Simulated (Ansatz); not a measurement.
# ClF3H3O2Ta: the cost of one run

Method: RKS BHLYP-D4/def2-SVP, in Ansatz 0.2.0.

**1. The system as given**

Bond lengths: Ta1–F2 2.280 Å, Ta1–F3 1.930 Å, Ta1–F4 1.930 Å, Ta1–O5 2.020 Å, O5–H6 1.010 Å, Ta1–Cl7 2.470 Å, Ta1–O8 2.320 Å, O8–H9 1.010 Å, Ta1–H10 2.315 Å. Angles (14 of 23 angles, heavy atoms first): F2–Ta1–F3 90.0°, F2–Ta1–F4 90.0°, F2–Ta1–O5 120.0°, F2–Ta1–Cl7 120.0°, F2–Ta1–O8 71.6°, F3–Ta1–F4 180.0°, F3–Ta1–O5 90.0°, F3–Ta1–Cl7 90.0°, F3–Ta1–O8 117.9°, F4–Ta1–O5 90.0°, F4–Ta1–Cl7 90.0°, F4–Ta1–O8 62.1°, O5–Ta1–Cl7 120.0°, O5–Ta1–O8 150.8°.

Structure file:

```xyz
10

Ta    0.0000    0.0000    0.0000
F     2.2800    0.0000    0.0000
F     0.0000    0.0000    1.9300
F     0.0000    0.0000   -1.9300
O    -1.0100    1.7493    0.0000
H    -1.4859    1.8638    0.8834
Cl   -1.2350   -2.1390    0.0000
O     0.7315   -1.9161   -1.0843
H     0.5066   -2.7266   -0.5252
H     1.9139   -1.1338   -0.6416
```

**2. Pulling towards end A**

Springs on the bonds that form and break draw the guess towards this end; the thresholds are loose.

input.yaml reads:

```yaml
crystal:
  periodic: [false, false, false]
  atoms:
    - { symbol: Ta, position_ang: [0.0, 0.0, 0.0] }
    - { symbol: F, position_ang: [2.28, 0.0, 0.0] }
    - { symbol: F, position_ang: [0.0, 0.0, 1.93] }
    - { symbol: F, position_ang: [0.0, 0.0, -1.93] }
    - { symbol: O, position_ang: [-1.01, 1.7493, 0.0] }
    - { symbol: H, position_ang: [-1.4859, 1.8638, 0.8834] }
    - { symbol: Cl, position_ang: [-1.235, -2.139, 0.0] }
    - { symbol: O, position_ang: [0.7315, -1.9161, -1.0843] }
    - { symbol: H, position_ang: [0.5066, -2.7266, -0.5252] }
    - { symbol: H, position_ang: [1.9139, -1.1338, -0.6416] }
basis:
  gaussian: { orbitals: def2-SVP }
hamiltonian:
  xc: { name: BHLYP }
  dispersion: d4
relax:
  f_tol: 0.15
  max_steps: 25
  restrain:
    - { distance: [0, 7], at: 3.22, k: 30.0 }
    - { distance: [9, 1], at: 2.12, k: 30.0 }
    - { distance: [0, 1], at: 1.93, k: 30.0 }
    - { distance: [9, 7], at: 1.01, k: 30.0 }
```

The run is started by

```sh
> ansatz run input.yaml --threads 4 --pin off --max-ram 5120MiB --backend cpu --events-out ev --progress --plain --runs-dir out
```

What time and memory should one allow on 4 threads of Arm Neoverse V1, shared host?

About 82 s, with a peak of 0.39 GiB.
